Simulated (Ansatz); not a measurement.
# C₂H₁₀O₅Si₂: vertical ionisation energy

One table from this session's results is given with a row withheld; the runs are named, their logs left out.

Computed with Ansatz 0.2.0, Gaussian basis. Level: unrestricted cation, the program's frozen cores in correlated methods.

Levels to be run: UKS PBE-D4/def2-TZVPP; UKS r2SCAN-D4/def2-TZVPP; UKS PBE0-D4/def2-TZVPP; UKS B3LYP-D4/def2-TZVPP; UKS wB97X-V/def2-TZVPP; UKS wB97M-V/def2-TZVPP; UKS B2PLYP/def2-TZVPP; UHF-CCSD(T)/def2-TZVPP; UHF-MP2/def2-QZVPP; extrapolation to the limit; then −ε(HOMO) from the neutral's earlier runs with LDA (SPW92), PBE-D4, revPBE-D4, BLYP-D4, r2SCAN-D4, B97M-V, PBE0-D4, B3LYP-D4, r2SCANh-D4, r2SCAN0-D4, HSE06-D4, BHLYP-D4, CAM-B3LYP-D4, LC-ωPBE, ωB97X-V, ωB97M-V.

### The relaxed structure

An earlier PBE0-D4 in a triple-zeta def2 set relaxation fixed the geometry.

19 atoms, charge 0, spin multiplicity 1.

Atoms are counted from 1 here; the program's logs count them from 0.

Bond lengths: C1–O2 1.408 Å, C1–H10 1.097 Å, C1–H11 1.095 Å, C1–H12 1.091 Å, O2–Si3 1.635 Å, Si3–C4 1.846 Å, Si3–O5 1.644 Å, Si3–H13 1.488 Å, C4–H14 1.093 Å, C4–H15 1.093 Å, C4–H16 1.092 Å, O5–Si6 1.616 Å, Si6–O7 1.629 Å, Si6–O8 1.634 Å, Si6–O9 1.632 Å, O7–H17 0.958 Å, O8–H18 0.958 Å, O9–H19 0.958 Å. Angles: O2–C1–H10 111.6°, O2–C1–H11 111.2°, O2–C1–H12 108.4°, H10–C1–H11 108.5°, H10–C1–H12 108.4°, H11–C1–H12 108.6°, C1–O2–Si3 123.1°, O2–Si3–C4 107.8°, O2–Si3–O5 108.3°, O2–Si3–H13 109.2°, C4–Si3–O5 111.0°, C4–Si3–H13 113.1°, O5–Si3–H13 107.4°, Si3–C4–H14 109.9°, Si3–C4–H15 110.6°, Si3–C4–H16 111.0°, H14–C4–H15 108.4°, H14–C4–H16 108.7° and more.

Set-up of the first run:

Input file in.yaml:

```yaml
crystal:
  periodic: [false, false, false]
  atoms:
    - {symbol: C, position_ang: [-2.154248, -2.044067, -0.539539]}
    - {symbol: O, position_ang: [-0.755190, -2.106868, -0.396738]}
    - {symbol: Si, position_ang: [0.106609, -1.006299, 0.452204]}
    - {symbol: C, position_ang: [1.877125, -1.525863, 0.415516]}
    - {symbol: O, position_ang: [-0.090650, 0.463797, -0.256812]}
    - {symbol: Si, position_ang: [0.244831, 2.033638, -0.073314]}
    - {symbol: O, position_ang: [-0.833753, 2.852525, 0.832157]}
    - {symbol: O, position_ang: [0.236406, 2.751694, -1.540747]}
    - {symbol: O, position_ang: [1.680361, 2.088540, 0.700286]}
    - {symbol: H, position_ang: [-2.653839, -1.911621, 0.427685]}
    - {symbol: H, position_ang: [-2.447611, -1.219773, -1.197884]}
    - {symbol: H, position_ang: [-2.498634, -2.981537, -0.979863]}
    - {symbol: H, position_ang: [-0.445182, -0.912391, 1.831259]}
    - {symbol: H, position_ang: [2.496095, -0.769472, 0.903824]}
    - {symbol: H, position_ang: [2.222216, -1.640257, -0.614871]}
    - {symbol: H, position_ang: [2.016027, -2.478683, 0.931060]}
    - {symbol: H, position_ang: [-1.593556, 3.211798, 0.372446]}
    - {symbol: H, position_ang: [0.606916, 2.254466, -2.270790]}
    - {symbol: H, position_ang: [1.944277, 2.936071, 1.060618]}
basis:
  gaussian: {orbitals: def2-TZVPP}
total_charge: 1
magnetization: {spin_polarized: true, initial_magnetization: 1}
hamiltonian: {xc: pbe, dispersion: d4}
```

Steps of the session up to this table: Cation, UKS PBE-D4/def2-TZVPP; Cation, UKS r2SCAN-D4/def2-TZVPP; Cation, UKS PBE0-D4/def2-TZVPP; Cation, UKS B3LYP-D4/def2-TZVPP; Cation, UKS wB97X-V/def2-TZVPP; Cation, UKS wB97M-V/def2-TZVPP; Cation, UKS B2PLYP (frozen core)/def2-TZVPP; Cation, UHF-CCSD(T)/def2-TZVPP; Cation, UHF-MP2/def2-QZVPP.

One of the session's tables, all rows but one given; the rest of the session is left out.

It belongs to the step «Ionisation energies side by side». For comparison, −ε(HOMO) of the neutral from earlier runs:

```
  functional  −ε(HOMO) (eV)
 LDA (SPW92)           6.72
      PBE-D4           6.60
   revPBE-D4           6.55
     BLYP-D4           6.52
   r2SCAN-D4           6.93
      B97M-V              ?
     PBE0-D4           8.13
    B3LYP-D4           7.91
  r2SCANh-D4           7.51
  r2SCAN0-D4           8.36
    HSE06-D4           7.72
    BHLYP-D4           9.58
CAM-B3LYP-D4           9.58
     LC-ωPBE          10.91
     ωB97X-V          10.60
     ωB97M-V          10.48
```

Estimate the missing values for B97M-V.

As computed: −ε(HOMO) (eV): 7.06. In the column «−ε(HOMO) (eV)» it lies between r2SCAN-D4 (6.93) and r2SCANh-D4 (7.51).

To keep in mind: The cation may have settled in a state other than its lowest; no search over hole states beyond the program's own was made.
